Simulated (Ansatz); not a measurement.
# BFH7NO: the cost of one run

Program: Ansatz 0.2.0. Level of theory: RKS PBE-D4/6-31G*. These are calculated values, not measurements.

## Step 1: Starting point

Bond lengths: B1–O2 1.746 Å, B1–H3 1.168 Å, B1–H4 1.172 Å, B1–N6 1.801 Å, O2–H9 0.956 Å, N6–H10 1.008 Å, N6–H11 1.008 Å. Angles: B1–O2–H9 104.6°, O2–B1–H3 106.0°, O2–B1–H4 107.4°, O2–B1–N6 103.8°, H3–B1–H4 121.4°, H3–B1–N6 108.5°, H4–B1–N6 108.3°, B1–N6–H10 109.6°, B1–N6–H11 110.7°, H10–N6–H11 110.4°.

As a file:

```xyz
11

B    -0.0204   -1.0767   -0.0927
O     1.0256   -0.1964   -1.1789
H    -0.7873   -1.6408   -0.7695
H     0.6641   -1.6518    0.6647
H    -0.3484    1.3365    0.3262
N    -0.8939    0.2172    0.8057
H     0.7396    1.0163   -0.9320
F     0.3547    2.0150   -0.3817
H     1.9029   -0.3161   -0.8181
H    -1.8749    0.1852    0.5767
H    -0.7621    0.1117    1.7996
```

## Step 2: A restrained relaxation towards end A

Springs on the bonds that form and break draw the guess towards this end; the thresholds are loose.

File input.yaml:

```yaml
crystal:
  periodic: [false, false, false]
  atoms:
    - { symbol: B, position_ang: [-0.0204, -1.0767, -0.0927] }
    - { symbol: O, position_ang: [1.0256, -0.1964, -1.1789] }
    - { symbol: H, position_ang: [-0.7873, -1.6408, -0.7695] }
    - { symbol: H, position_ang: [0.6641, -1.6518, 0.6647] }
    - { symbol: H, position_ang: [-0.3484, 1.3365, 0.3262] }
    - { symbol: "N", position_ang: [-0.8939, 0.2172, 0.8057] }
    - { symbol: H, position_ang: [0.7396, 1.0163, -0.932] }
    - { symbol: F, position_ang: [0.3547, 2.015, -0.3817] }
    - { symbol: H, position_ang: [1.9029, -0.3161, -0.8181] }
    - { symbol: H, position_ang: [-1.8749, 0.1852, 0.5767] }
    - { symbol: H, position_ang: [-0.7621, 0.1117, 1.7996] }
basis:
  gaussian: { orbitals: "6-31G*" }
hamiltonian:
  xc: pbe
  dispersion: d4
relax:
  f_tol: 0.15
  max_steps: 25
  restrain:
    - { distance: [0, 5], at: 2.85, k: 30.0 }
    - { distance: [4, 7], at: 2.18, k: 30.0 }
    - { distance: [6, 1], at: 2.27, k: 30.0 }
    - { distance: [0, 1], at: 1.5, k: 30.0 }
    - { distance: [4, 5], at: 1.02, k: 30.0 }
    - { distance: [6, 7], at: 0.88, k: 30.0 }
output:
  orbitals: {}
```

Command:

```bash
ansatz run input.yaml --threads 2 --pin off --max-ram 3072MiB --backend cpu --events-out ev --progress --plain --runs-dir out
```

Q: Estimate wall time and peak memory on 2 threads of AMD EPYC 9R45 (Zen 5), shared host.

About 5.1 s, with a peak of 0.17 GiB.
